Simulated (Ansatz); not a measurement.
C4H7B, SMILES C#CBCC, a ladder of methods at one geometry

Computed with the Python package of Ansatz (0.2.0).

Contents of `c4h7b.xyz`:
```text
12

C    -3.00650   -0.45920   -0.11940
C    -1.97010    0.03150    0.12510
B    -0.61200    0.60660    0.43900
C     0.72720    0.36260   -0.53080
C     1.77320   -0.40990    0.16560
H    -4.01100   -0.79250   -0.35840
H    -0.40010    1.24070    1.44230
H     1.07400    1.34970   -0.88710
H     0.32070   -0.21750   -1.36670
H     2.14700    0.18170    1.07610
H     2.60430   -0.56190   -0.50030
H     1.43020   -1.38690    0.54850
```

At the Python prompt:
```pycon
>>> from pathlib import Path
>>> import ansatz as az
>>> import numpy as np
>>> mol = az.Crystal.molecule_from_extxyz("c4h7b.xyz")
>>> model = mol.calculation().basis(gaussian="def2-SVP")
>>> print("functional    E (Ha)        dipole (D)   HOMO (eV)  LUMO (eV)")
functional    E (Ha)        dipole (D)   HOMO (eV)  LUMO (eV)
>>> for name in ["cam_b3lyp", "lc_wpbe", "pbe", "b3lyp", "pbe0"]:
...     report = model.functional(name).forces().orbitals().run(runs_dir="runs").report
...     lines = Path(report["orbitals_path"]).read_text().splitlines()
...     field_of = lambda key: [line.split("=")[1].strip() for line in lines if line.startswith(key)]
...     orbitals = [(27.211386 * float(e), s, float(n)) for e, s, n in zip(field_of("Ene="), field_of("Spin="), field_of("Occup="))]
...     homo = max(e for e, _, n in orbitals if n > 0.5)
...     lumo = min(e for e, _, n in orbitals if n < 0.5)
...     dipole = 4.803205 * np.linalg.norm(report["charge_distribution"]["dipole_moment_e_ang"])
...     print(f"{name:10s} {report['free_energy_ev'] / 27.211386246:14.6f} {dipole:9.3f} {homo:11.3f} {lumo:10.3f}")
...
cam_b3lyp     -181.151391     0.778      -8.967     -0.727
lc_wpbe       -181.136093     0.723     -10.367      0.405
pbe           -181.000537     0.811      -6.348     -2.840
b3lyp         -181.278142     0.804      -7.391     -2.059
pbe0          -181.034437     0.790      -7.633     -1.901
```

These settings explore the input space; basis and method may be short of convergence. The geometry is a force-field or estimated start, not a minimum of this method, and the basis set is short of its limit. A lower total doesn't mark the better method: functionals have no common bound, and MP2 and coupled cluster aren't variational. b3lyp holds the VWN-RPA fit, as in Gaussian; the form of ORCA and Turbomole is b3lyp5. Levels such as HOMO and LUMO are orbital energies: with these approximate functionals they aren't the ionisation energy and electron affinity, and their gap isn't the fundamental gap. Hardware and time: 11 s on 1 thread of Intel(R) Xeon(R) 6975P-C (Granite Rapids), on a shared host, peak memory 0.29 GiB.
